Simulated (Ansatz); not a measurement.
# CuSiO3 (Pmma): equation of state with a fit from a Python script

Aim: an equation of state with a fit, for CuSiO3 (Pmma), run from a script.

Computed with Ansatz 0.2.0 through its Python package. Level of theory: DFT r2SCAN, plane waves, PAW.

### 1 The system

The structure is orthorhombic, space group Pmma (No. 51). The conventional cell has a = 8.958 Å, b = 2.860 Å, c = 4.918 Å, α = 90.00°, β = 90.00°, γ = 90.00°. Around Si (site symmetry mm2) lie 4 O at 1.64 to 1.67 Å. Around Cu (site symmetry 2/m) lie 4 O at 1.93 Å. O (site symmetry m) has 1 Si at 1.64 Å and 2 Cu at 1.93 Å as nearest neighbours. Around O (site symmetry mm2) lie 2 Si at 1.67 Å.

No structure file is read: the coordinates are typed or built in the script.

### 2 The script

Contents of eos_cusio3.py:

```python
# -*- coding: utf-8 -*-
"""Bulk modulus of CuSiO3 from an E(V) curve."""

import ansatz as az
import numpy as np

VECTORS = np.array([
    [8.958139, 0.0, 0.0],
    [0.0, 2.860253, 0.0],
    [0.0, 0.0, 4.918236],
])
SITES = [
    ("Si", (0.75, 0.5, 0.877859)),
    ("Si", (0.25, 0.5, 0.122141)),
    ("Cu", (0.5, 0.0, 0.5)),
    ("Cu", (0.0, 0.0, 0.5)),
    ("O", (0.597254, 0.5, 0.695657)),
    ("O", (0.402746, 0.5, 0.304343)),
    ("O", (0.902746, 0.5, 0.695657)),
    ("O", (0.097254, 0.5, 0.304343)),
    ("O", (0.25, 0.0, 0.945232)),
    ("O", (0.75, 0.0, 0.054768)),
]


def on_lattice(cell):
    crystal = az.Crystal(lattice=az.Lattice.of(cell))
    for symbol, position in SITES:
        crystal = crystal.atom(symbol, position)
    return crystal

# scale the volume, keep shape and fractions
volumes, energies = [], []
for scale in np.linspace(0.92, 1.08, 7):
    cell = VECTORS * scale ** (1 / 3)
    calc = (
        on_lattice(cell).calculation()
        .functional("r2scan")
        .mixing("msr1", beta=0.7)
        .occupations("cold", width=0.01)
        .accuracy("medium")
        .scf(max_iterations=80)
        .basis(300)
        .kpoints(3, 9, 6)
    )
    data = calc.run(threads=1, backend="cpu").report
    volumes.append(abs(np.linalg.det(cell)) / len(SITES))
    energies.append(data["free_energy_ev"] / len(SITES))
    print(f"V = {volumes[-1]:8.4f} A^3/atom  F = {energies[-1]:.5f} eV/atom")

# third-order Birch-Murnaghan: a cubic in V^(-2/3)
x = np.array(volumes) ** (-2 / 3)
poly = np.polynomial.Polynomial.fit(x, energies, 3).convert()
roots = poly.deriv().roots()
x0 = min((r.real for r in roots if abs(r.imag) < 1e-9 and poly.deriv(2)(r.real) > 0), key=lambda r: abs(r - x.mean()))
v0 = x0 ** -1.5
b0 = 4 / 9 * poly.deriv(2)(x0) * v0 ** (-7 / 3) * 160.21766
b1 = 4 + 2 / 3 * x0 * poly.deriv(3)(x0) / poly.deriv(2)(x0)
print(f"V0 = {v0:.4f} A^3/atom, B0 = {b0:.1f} GPa, dB/dP = {b1:.2f}")
```

### 3 The input behind the calls

The engine receives this input (first run):

```yaml
crystal:
  lattice:
    - [8.712585895115355, 0.0, 0.0]
    - [0.0, 2.7818501079589617, 0.0]
    - [0.0, 0.0, 4.783421378307322]
  atoms:
    - { symbol: Si, position: [0.75, 0.5, 0.877859] }
    - { symbol: Si, position: [0.25, 0.5, 0.122141] }
    - { symbol: Cu, position: [0.5, 0.0, 0.5] }
    - { symbol: Cu, position: [0.0, 0.0, 0.5] }
    - { symbol: O, position: [0.597254, 0.5, 0.695657] }
    - { symbol: O, position: [0.402746, 0.5, 0.304343] }
    - { symbol: O, position: [0.902746, 0.5, 0.695657] }
    - { symbol: O, position: [0.097254, 0.5, 0.304343] }
    - { symbol: O, position: [0.25, 0.0, 0.945232] }
    - { symbol: O, position: [0.75, 0.0, 0.054768] }
accuracy: medium
basis:
  ecutwfc: 300.0
kpoints:
  mp_grid:
    grid: [3, 9, 6]
hamiltonian:
  xc: r2scan
scf:
  max_iter: 80
  mixing:
    algorithm: msr1
    beta: 0.7
  occupations:
    method: cold
    width: 0.01
```

### 4 Launch

The run is started by

```sh
$ python eos_cusio3.py
```

**Question.** Estimate the equilibrium volume and the bulk modulus.

The runs gave:

| quantity | value |
| --- | --- |
| runs compared | 7 |
| range of energy | 68.42 meV/atom |
| lowest point, volume (Å³/atom) | 12.266 |

Runs 1, 2, 3, 4, 5, 6, 7: each has a cutoff under the recommended one, so what rests on them isn't a property of the system. A third-order Birch-Murnaghan fit through the 7 points has its minimum at 12.27 Å³ an atom, 2.6 % below the typed cell, with a bulk modulus of 174 GPa. From that minimum the energy rises by 21.9 meV an atom on the compressed side and 68.7 meV on the expanded side. Reading the output:
- The cutoff lies under the one recommended for these potentials.
- No spin polarisation was allowed.
- Shape and fractional positions are held along the curve, so the bulk modulus is an upper value where they are free to relax.
- Under the recommended cutoff a pressure can be off by several GPa, even in sign.
- For a metal this k-point mesh is coarse: on a finer one energies can move by several to tens of meV an atom and pressures by half a GPa or more, differences at one mesh by less.
- Without a Hubbard U or exact exchange, semilocal functionals often make such 3d compounds metallic or too weakly gapped.
- This cell is a computed structure, which may not be the phase found in nature.
